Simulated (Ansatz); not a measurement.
## CH2ClNSi, SMILES Cl[SiH]1C=N1: a polarisability from point charges, step by step

Program: Ansatz 0.2.0, Python API.

Notebook, run cell by cell (the value of a cell's last expression is shown):

```python
import ansatz as az
import numpy as np
```

```python
params = {
    "basis_set": "def2-SVPD",
    "xc": "hf",
}
```

```python
GEOMETRY = """
Cl   -0.45500   -2.05250   -1.08200
Si    0.28690   -0.19690   -0.62220
C     0.08840    0.33880    1.01240
N    -0.84530    0.70530    0.40220
H     0.49850    0.68590   -1.81130
H     0.46860    0.45530    2.05470
"""

ch2clnsi = az.Crystal.molecule()
for line in GEOMETRY.strip().splitlines():
    symbol, *xyz = line.split()
    ch2clnsi = ch2clnsi.atom(symbol, [float(v) for v in xyz])
```

```python
setup = (
    ch2clnsi.calculation()
    .basis(gaussian=params["basis_set"])
    .functional(params["xc"])
    .forces()
)
centre = np.mean([site.position_ang for site in ch2clnsi.cartesian_sites], axis=0)
field = 2 * 14.399645 * 2.0 / 25.0 ** 2
```

```python
def dipole(axis, sign):
    arm = 25.0 * np.eye(3)[axis]
    pair = [{"charge": sign * 2.0, "position_ang": (centre - arm).tolist()}, {"charge": -sign * 2.0, "position_ang": (centre + arm).tolist()}]
    deck = setup.input().set(az.key.basis.gaussian.point_charges, pair)
    return np.array(az.Session.from_dict(deck).plan().execute().report["charge_distribution"]["dipole_moment_e_ang"])
```

```python
print(f"field {field:.4f} V/A")
alpha = np.array([(dipole(axis, 1) - dipole(axis, -1)) / (2 * field) * 14.399645 for axis in range(3)])
print("polarisability tensor (A^3)")
print(np.array2string(alpha, precision=3, suppress_small=True))
print(f"mean {np.trace(alpha) / 3:.3f} A^3 = {np.trace(alpha) / 3 / 0.14818471:.2f} bohr^3")
```

    field 0.0922 V/A
    polarisability tensor (A^3)
    [[ 6.856 -0.171 -0.445]
     [-0.156  8.018  1.279]
     [-0.434  1.268  8.641]]
    mean 7.838 A^3 = 52.90 bohr^3

The geometry is a force-field or estimated start, not a minimum of this method, and the basis set is short of its limit. The field of two point charges is only nearly even. Run time: 12 s on 1 thread of Arm Neoverse V1, on a shared host, peak memory 0.26 GiB.
